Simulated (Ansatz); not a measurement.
**C2H4BN: how energies converge with the basis set**

An exercise on one series of results from a longer session: the logs are not shown, and one member is left open.

The runs use Ansatz 0.2.0, Gaussian basis; one geometry, several basis sets.

Levels to be run: PBE0-D4/def2-SVP; ωB97M-V/def2-SVP; PBE0-D4/def2-QZVPP; ωB97M-V/def2-QZVPP; the functionals' def2-TZVPP values are taken from earlier runs.

### Structure used throughout

All runs share one geometry, relaxed beforehand with PBE0-D4 in a triple-zeta def2 set.

SMILES `BN=C=C`, 8 atoms, charge 0, spin multiplicity 1.

Atoms are counted from 1 here; the program's logs count them from 0.

Bond lengths: B1–N2 1.378 Å, B1–H5 1.194 Å, B1–H6 1.194 Å, N2–C3 1.195 Å, C3–C4 1.309 Å, C4–H7 1.081 Å, C4–H8 1.081 Å. Angles: N2–B1–H5 118.5°, N2–B1–H6 118.5°, H5–B1–H6 123.0°, B1–N2–C3 180.0°, N2–C3–C4 180.0°, C3–C4–H7 120.2°, C3–C4–H8 120.2°, H7–C4–H8 119.6°.

The first run:

in.yaml reads:

```yaml
crystal:
  periodic: [false, false, false]
  atoms:
    - {symbol: B, position_ang: [-0.734758, 1.688356, -0.592746]}
    - {symbol: N, position_ang: [-0.205503, 0.486121, -0.177361]}
    - {symbol: C, position_ang: [0.253560, -0.556952, 0.183021]}
    - {symbol: C, position_ang: [0.756170, -1.698973, 0.577560]}
    - {symbol: H, position_ang: [-0.924148, 1.855052, -1.760089]}
    - {symbol: H, position_ang: [-0.983463, 2.516830, 0.230732]}
    - {symbol: H, position_ang: [0.991522, -2.468439, -0.144970]}
    - {symbol: H, position_ang: [0.938719, -1.879096, 1.628153]}
basis:
  gaussian: {orbitals: def2-SVP}
hamiltonian: {xc: pbe0, dispersion: d4}
output: {orbitals: {seedname: orbitals}}
```

Run with:

```
ansatz run in.yaml --threads 2 --pin off --events-out ev --progress --plain --max-ram 4352MiB
```

Among the steps run: PBE0-D4 in def2-SVP; ωB97M-V in def2-SVP; PBE0-D4 in def2-QZVPP; ωB97M-V in def2-QZVPP.

One of the session's tables, all rows but one given; the rest of the session is left out.

It belongs to the step «Functionals by basis». 

| functional | basis | HOMO (eV) |
| --- | --- | --- |
| PBE0-D4 | def2-SVP | -6.99 |
| PBE0-D4 | def2-TZVPP | -7.03 |
| PBE0-D4 | def2-QZVPP | -7.04 |
| ωB97M-V | def2-SVP | -9.07 |
| ωB97M-V | def2-TZVPP | ? |
| ωB97M-V | def2-QZVPP | -9.14 |

Q: Estimate the row for ωB97M-V, def2-TZVPP from the others.

**Answer.** HOMO (eV): -9.13. In the column «HOMO (eV)» it lies between ωB97M-V, def2-QZVPP (-9.14) and ωB97M-V, def2-SVP (-9.07).
